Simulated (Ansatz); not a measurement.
**CH4ClF2NTi: up Jacob's ladder to CCSD(T)**

An exercise on one series of results from a longer session: the logs are not shown, and one member is left open.

Program: Ansatz 0.2.0, Gaussian basis. Level of theory: functionals in def2-TZVPP, the program's frozen cores in correlated methods. These are calculated values, not measurements.

Plan: LDA (SPW92), PBE-D4, revPBE-D4, BLYP-D4, r2SCAN-D4, B97M-V, PBE0-D4, B3LYP-D4, r2SCANh-D4, r2SCAN0-D4, HSE06-D4, BHLYP-D4, CAM-B3LYP-D4, LC-ωPBE, ωB97X-V, ωB97M-V, B2PLYP, PBE-QIDH; CCSD(T)/def2-SVP; CCSD(T)/def2-TZVPP; MP2/def2-QZVPP; extrapolation to the limit; RPA on PBE.

## The relaxed structure

The geometry comes from an earlier relaxation with PBE0-D4 in a triple-zeta def2 set; it is a stationary point, not always the lowest conformer.

SMILES `C[NH][Ti]([F])([F])[Cl]`, 10 atoms, charge 0, spin multiplicity 1.

Atoms are counted from 1 here; the program's logs count them from 0.

Bond lengths: C1–N2 1.446 Å, C1–H7 1.092 Å, C1–H8 1.094 Å, C1–H9 1.095 Å, N2–Ti3 1.838 Å, N2–H10 1.014 Å, Ti3–F4 1.751 Å, Ti3–F5 1.757 Å, Ti3–Cl6 2.211 Å. Angles: N2–C1–H7 110.0°, N2–C1–H8 111.2°, N2–C1–H9 111.4°, H7–C1–H8 107.6°, H7–C1–H9 107.7°, H8–C1–H9 108.7°, C1–N2–Ti3 126.7°, C1–N2–H10 113.7°, Ti3–N2–H10 119.4°, N2–Ti3–F4 106.6°, N2–Ti3–F5 107.0°, N2–Ti3–Cl6 108.0°, F4–Ti3–F5 115.5°, F4–Ti3–Cl6 110.8°, F5–Ti3–Cl6 108.5°.

The first run:

File in.yaml:

```yaml
crystal:
  periodic: [false, false, false]
  atoms:
    - {symbol: C, position_ang: [-1.019023, -0.874461, 0.592294]}
    - {symbol: N, position_ang: [-0.100826, -0.474881, -0.451277]}
    - {symbol: Ti, position_ang: [1.119793, 0.897683, -0.374991]}
    - {symbol: F, position_ang: [2.226209, 0.658642, -1.711308]}
    - {symbol: F, position_ang: [1.843918, 0.852769, 1.224692]}
    - {symbol: Cl, position_ang: [0.020603, 2.803204, -0.596211]}
    - {symbol: H, position_ang: [-0.806573, -0.320373, 1.508796]}
    - {symbol: H, position_ang: [-0.921867, -1.940708, 0.819237]}
    - {symbol: H, position_ang: [-2.056761, -0.668231, 0.310699]}
    - {symbol: H, position_ang: [-0.222473, -0.984844, -1.318832]}
basis:
  gaussian: {orbitals: def2-TZVPP}
hamiltonian: {xc: lda}
output: {orbitals: {seedname: orbitals}}
```

Run with:

```bash
$ ansatz run in.yaml --threads 2 --pin off --events-out ev --progress --plain --max-ram 32768MiB --backend cuda --devices 0, --max-vram 18GiB
```

Among the steps run: LDA; PBE-D4 (GGA); revPBE-D4 (GGA); BLYP-D4 (GGA); r2SCAN-D4 (meta-GGA); B97M-V (meta-GGA); B3LYP-D4 (hybrid); r2SCANh-D4 (hybrid); r2SCAN0-D4 (hybrid); HSE06-D4 (hybrid); BHLYP-D4 (hybrid); CAM-B3LYP-D4 (range-separated); LC-ωPBE (range-separated); ωB97X-V (range-separated); ωB97M-V (range-separated); B2PLYP (double hybrid); PBE-QIDH (double hybrid).

One of the session's tables, all rows but one given; the rest of the session is left out.

It belongs to the step «Orbital energies across the functionals». 

| functional | HOMO (eV) | LUMO (eV) | gap (eV) |
| --- | --- | --- | --- |
| LDA (SPW92) | -6.76 | -3.75 | 3.02 |
| PBE-D4 | -6.59 | -3.48 | 3.12 |
| revPBE-D4 | -6.53 | -3.38 | 3.14 |
| BLYP-D4 | -6.48 | -3.39 | 3.09 |
| r2SCAN-D4 | -6.88 | -3.41 | 3.47 |
| B97M-V | -6.96 | -3.41 | 3.54 |
| PBE0-D4 | -7.95 | -2.47 | 5.48 |
| B3LYP-D4 | -7.73 | -2.77 | 4.96 |
| r2SCANh-D4 | -7.38 | -3.02 | 4.36 |
| r2SCAN0-D4 | -8.15 | -2.41 | 5.73 |
| HSE06-D4 | -7.55 | -2.86 | 4.69 |
| BHLYP-D4 | -9.21 | -1.30 | 7.91 |
| CAM-B3LYP-D4 | -9.33 | -1.36 | 7.98 |
| LC-ωPBE | -10.67 | -0.17 | 10.50 |
| ωB97X-V | ? | ? | ? |
| ωB97M-V | -10.21 | -0.19 | 10.02 |

**Question.** Estimate the row for ωB97X-V.

**Answer.** HOMO (eV): -10.31; LUMO (eV): -0.19; gap (eV): 10.12. In the column «HOMO (eV)» it lies between LC-ωPBE (-10.67) and ωB97M-V (-10.21).
